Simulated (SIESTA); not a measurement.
# NiMoIrPdW (P3m1) in SIESTA: settings compared, part 3 of 3

SIESTA 5.4.2.

### 6 Band structure, PBE, collinear spin, ferromagnetic start

NiMoIrPdW.fdf

```
SystemName                      NiMoIrPdW
SystemLabel                     NiMoIrPdW
NumberOfSpecies                 5
NumberOfAtoms                   5
%block ChemicalSpeciesLabel
  1  28 Ni
  2  42 Mo
  3  46 Pd
  4  77 Ir
  5  74 W
%endblock ChemicalSpeciesLabel

LatticeConstant                 1.0 Ang
%block LatticeVectors
     2.7607800000     0.0000000000     0.0000000000
    -1.3803900000     2.3909000000     0.0000000000
     0.0000000000     0.0000000000    11.3405100000
%endblock LatticeVectors
AtomicCoordinatesFormat         Fractional
%block AtomicCoordinatesAndAtomicSpecies
     0.0000000000     0.0000000000     0.7091700000  1  Ni
     0.6666700000     0.3333300000     0.2942500000  2  Mo
     0.6666700000     0.3333300000     0.8990100000  3  Pd
     0.0000000000     0.0000000000     0.1060400000  4  Ir
     0.6666700000     0.3333300000     0.5292100000  5  W
%endblock AtomicCoordinatesAndAtomicSpecies

%block kgrid.MonkhorstPack
   11   0   0  0.0
    0  11   0  0.0
    0   0   3  0.0
%endblock kgrid.MonkhorstPack
XC.Functional                   GGA
XC.Authors                      PBE
PAO.BasisSize                   SZ
PAO.EnergyShift                 0.003 Ry
Mesh.Cutoff                     800 Ry
Spin                            polarized
%block DM.InitSpin
    1   1.000
    2   1.000
    3   0.000
    4   0.600
    5   0.000
%endblock DM.InitSpin
OccupationFunction              FD
ElectronicTemperature           0.05 eV
MaxSCFIterations                200
SCF.MustConverge                false
SCF.Mixer.Method                Pulay
SCF.Mixer.Weight                0.1
SCF.Mixer.History               10
SCF.DM.Tolerance                5.0e-05
SCF.H.Tolerance                 1.0e-03 eV
WriteForces                     true
Charge.Mulliken                 end
BandLinesScale                  ReciprocalLatticeVectors
%block BandLines
    1    0.000000   0.000000   0.000000  \Gamma
   13    0.500000   0.000000   0.000000  M
    8    0.333333   0.333333   0.000000  K
   15    0.000000   0.000000   0.000000  \Gamma
    3    0.000000   0.000000   0.500000  A
   13    0.500000   0.000000   0.500000  L
    8    0.333333   0.333333   0.500000  H
   15    0.000000   0.000000   0.500000  A
    1    0.500000   0.000000   0.500000  L
    3    0.500000   0.000000   0.000000  M
    1    0.333333   0.333333   0.000000  K
    3    0.333333   0.333333   0.500000  H
%endblock BandLines
Diag.ParallelOverK              true
```

Potentials or basis: PseudoDojo 0.4 standard (PBE files), SZ (energy shift 0.003 Ry).

Command:

```
$ mpirun -n 4 siesta NiMoIrPdW.fdf > NiMoIrPdW.out 2>&1
```

Run time: 44 s. Hardware: 4 MPI ranks of Intel Xeon 6975P-C (Granite Rapids), shared host; peak memory 0.32 GiB.

It converged, with:

```
Free energy            : -15345.0166 eV
Pressure               : 4.4 GPa
Largest force          : 0.614 eV/Å
Band gap on the k mesh : none (metal or under the smearing width)
Net moment             : 0.43 μB per cell
Site moments           : Ni +0.37; Mo +0.01; Pd +0.01; Ir +0.00; W +0.03 μB
```

Forces on the atoms (eV/Å):
```
Ni   0.000  0.000 -0.494
Mo   0.000  0.000  0.248
Pd   0.000  0.000  0.174
Ir   0.000  0.000  0.614
W    0.000  0.000 -0.543
```

Stress tensor (GPa, compression positive):
```
 9.65  0.00  0.00
 0.00  9.65  0.00
 0.00  0.00 -6.05
```

Levels at the corners of the path, in eV from the Fermi level:
Spin up:
| point | band 38 | band 39 | band 40 | band 41 | band 42 | band 43 | band 44 | band 45 |
| --- | --- | --- | --- | --- | --- | --- | --- | --- |
| Γ | -1.78 | -1.33 | -1.33 | -0.37 | -0.37 | 0.04 | 0.04 | 1.93 |
| M | -0.32 | 0.28 | 0.82 | 1.08 | 2.56 | 2.67 | 4.22 | 5.53 |
| K | -0.41 | -0.29 | -0.15 | -0.01 | 0.12 | 0.96 | 1.18 | 3.39 |
| Γ | -1.78 | -1.33 | -1.33 | -0.37 | -0.37 | 0.04 | 0.04 | 1.93 |
| A | -1.47 | -1.44 | -1.44 | -1.01 | -0.29 | -0.29 | -0.01 | -0.01 |
| L | -0.29 | 0.63 | 0.87 | 1.17 | 2.53 | 2.60 | 4.22 | 5.53 |
| H | -0.43 | -0.29 | -0.02 | 0.10 | 0.12 | 0.95 | 0.99 | 3.33 |
| A | -1.47 | -1.44 | -1.44 | -1.01 | -0.29 | -0.29 | -0.01 | -0.01 |
| L | -0.29 | 0.63 | 0.87 | 1.17 | 2.53 | 2.60 | 4.22 | 5.53 |
| M | -0.32 | 0.28 | 0.82 | 1.08 | 2.56 | 2.67 | 4.22 | 5.53 |
| K | -0.41 | -0.29 | -0.15 | -0.01 | 0.12 | 0.96 | 1.18 | 3.39 |
| H | -0.43 | -0.29 | -0.02 | 0.10 | 0.12 | 0.95 | 0.99 | 3.33 |
Spin down:
| point | band 36 | band 37 | band 38 | band 39 | band 40 | band 41 | band 42 | band 43 | band 44 | band 45 |
| --- | --- | --- | --- | --- | --- | --- | --- | --- | --- | --- |
| Γ | -1.55 | -1.55 | -1.40 | -1.24 | -1.24 | -0.26 | -0.25 | 0.08 | 0.08 | 1.95 |
| M | -0.36 | -0.14 | -0.11 | 0.35 | 0.83 | 1.12 | 2.65 | 2.70 | 4.22 | 5.62 |
| K | -0.94 | -0.49 | -0.35 | -0.01 | -0.01 | 0.12 | 0.27 | 0.96 | 1.25 | 3.44 |
| Γ | -1.55 | -1.55 | -1.40 | -1.24 | -1.24 | -0.26 | -0.25 | 0.08 | 0.08 | 1.95 |
| A | -1.51 | -1.51 | -1.34 | -1.34 | -1.08 | -0.98 | -0.14 | -0.14 | 0.01 | 0.01 |
| L | -0.35 | -0.11 | 0.01 | 0.68 | 0.87 | 1.22 | 2.58 | 2.63 | 4.22 | 5.63 |
| H | -0.90 | -0.51 | -0.35 | -0.02 | 0.12 | 0.26 | 0.27 | 0.98 | 0.99 | 3.38 |
| A | -1.51 | -1.51 | -1.34 | -1.34 | -1.08 | -0.98 | -0.14 | -0.14 | 0.01 | 0.01 |
| L | -0.35 | -0.11 | 0.01 | 0.68 | 0.87 | 1.22 | 2.58 | 2.63 | 4.22 | 5.63 |
| M | -0.36 | -0.14 | -0.11 | 0.35 | 0.83 | 1.12 | 2.65 | 2.70 | 4.22 | 5.62 |
| K | -0.94 | -0.49 | -0.35 | -0.01 | -0.01 | 0.12 | 0.27 | 0.96 | 1.25 | 3.44 |
| H | -0.90 | -0.51 | -0.35 | -0.02 | 0.12 | 0.26 | 0.27 | 0.98 | 0.99 | 3.38 |

Caveat: the basis has no polarisation orbitals; short orbitals over semicore shells can move pressures by several GPa; the valence orbitals were made in a potential fitted to the semicore shell under them, which widens gaps by tenths of an eV or more; spin-orbit coupling is left out, which moves the levels of the heavy elements; the basis of atomic orbitals isn't converged, which shifts pressures, moduli and gaps.

### 7 The runs side by side

| task | level | potentials or basis | U | cell | hubbard projector method | U from the first cycle | broadening (eV) | window from (eV) | window to (eV) | gap on the mesh (eV) | pressure (GPa) | moment (μB) | largest force (eV/Å) |
| --- | --- | --- | --- | --- | --- | --- | --- | --- | --- | --- | --- | --- | --- |
| density of states | PBE | PseudoDojo 0.4 standard (PBE files), DZP (energy shift 0.003 Ry; two zetas on semicore shells) | - | as given | 1 | yes | 0.05 eV | -15 eV | 5 eV | none | 2.2 | 0.00 | 0.64 |
| density of states | PBE+U | PseudoDojo 0.4 standard (PBE files), DZP (energy shift 0.003 Ry; two zetas on semicore shells) | Ir d U = 2 eV, Mo d U = 2 eV, Ni d U = 2 eV, Pd d U = 2 eV, W d U = 2 eV | as given | 1 | yes | 0.05 eV | -15 eV | 5 eV | none | 0.8 | 0.57 | 0.74 |
| band structure | PBE | PseudoDojo 0.4 standard (PBE files), DZP (energy shift 0.003 Ry; two zetas on semicore shells) | - | relaxed by the run before | - | - | - | - | - | none | 0.0 | 0.00 | 0.03 |
| density of states | PBE | PseudoDojo 0.4 standard (PBE files), DZP (energy shift 0.003 Ry; two zetas on semicore shells) | - | relaxed by the run before | - | - | 0.1 eV | -25 eV | 15 eV | none | 0.0 | 0.00 | 0.03 |
| band structure | PBE | PseudoDojo 0.4 standard (PBE files), SZ (energy shift 0.003 Ry) | - | as given | - | - | - | - | - | none | 4.4 | 0.43 | 0.61 |

Alike in all rows: spin collinear, ferromagnetic start; k mesh 11 × 11 × 3; smearing fermi-dirac 0.05 eV; grid cutoff 800 Ry; energy shift 0.003 Ry.

Caveats: short orbitals over semicore shells can move pressures by several GPa; the valence orbitals were made in a potential fitted to the semicore shell under them, which widens gaps by tenths of an eV or more; the basis of atomic orbitals isn't converged, which shifts pressures, moduli and gaps; spin-orbit coupling is left out, which moves the levels of the heavy elements (some runs); the U is typed as a test and isn't derived for this compound (some runs); the basis has no polarisation orbitals (some runs).

Absolute energies hang on the potentials; compare differences alone.
